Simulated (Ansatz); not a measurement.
**C₃S₆: geometry**

Wanted for C₃S₆: geometry.

Computed with Ansatz 0.2.0 (the levels named in each step, unless a step's input says otherwise).

### Step 1. The system as given

Bond lengths: S1–C2 1.549 Å, C2–S3 1.551 Å, S4–C5 1.551 Å, C5–S6 1.549 Å, S7–C8 1.549 Å, C8–S9 1.551 Å. Angles: S1–C2–S3 179.9°, S4–C5–S6 179.9°, S7–C8–S9 179.9°.

Coordinates:

```xyz
9

S     1.9065    1.0517   -1.5238
C     1.9217    0.9856    0.0242
S     1.9349    0.9186    1.5733
S     0.8016   -2.5216   -0.2491
C    -0.2022   -1.9928    0.8079
S    -1.2052   -1.4625    1.8632
S    -1.8525   -0.1059   -1.9026
C    -1.7197    1.0070   -0.8327
S    -1.5853    2.1196    0.2390
```

### Step 2. A rough first relaxation, PBE-D4/def2-SVP

Input file input.yaml:

```yaml
crystal:
  periodic: [false, false, false]
  atoms:
    - { symbol: S, position_ang: [1.90653, 1.05174, -1.5238] }
    - { symbol: C, position_ang: [1.92166, 0.98562, 0.02419] }
    - { symbol: S, position_ang: [1.93488, 0.91864, 1.57331] }
    - { symbol: S, position_ang: [0.80164, -2.52158, -0.24906] }
    - { symbol: C, position_ang: [-0.20221, -1.9928, 0.80789] }
    - { symbol: S, position_ang: [-1.20523, -1.46253, 1.86318] }
    - { symbol: S, position_ang: [-1.85255, -0.1059, -1.90258] }
    - { symbol: C, position_ang: [-1.71974, 1.00697, -0.83266] }
    - { symbol: S, position_ang: [-1.58527, 2.11963, 0.23896] }
basis:
  gaussian: { orbitals: def2-SVP }
hamiltonian:
  xc: pbe
  dispersion: d4
relax:
  f_tol: 0.03
  max_steps: 200
```

Run with:

```console
> ansatz run input.yaml --threads 4 --pin off --max-ram 10240MiB --backend cpu --events-out ev --progress --plain --runs-dir out
```

The runs that follow: Relaxation, PBE0-D4/def2-TZVP.

Before running it: what results should come out? Wanted: S1–C2 at PBE0-D4/def2-TZVP; C2–S3 at PBE0-D4/def2-TZVP; S4–C5 at PBE0-D4/def2-TZVP.

**Answer**, as computed:

| quantity | value |
| --- | --- |
| S1–C2 at PBE0-D4/def2-TZVP | 1.548 Å |
| C2–S3 at PBE0-D4/def2-TZVP | 1.548 Å |
| S4–C5 at PBE0-D4/def2-TZVP | 1.548 Å |

In words: The table above holds the result.
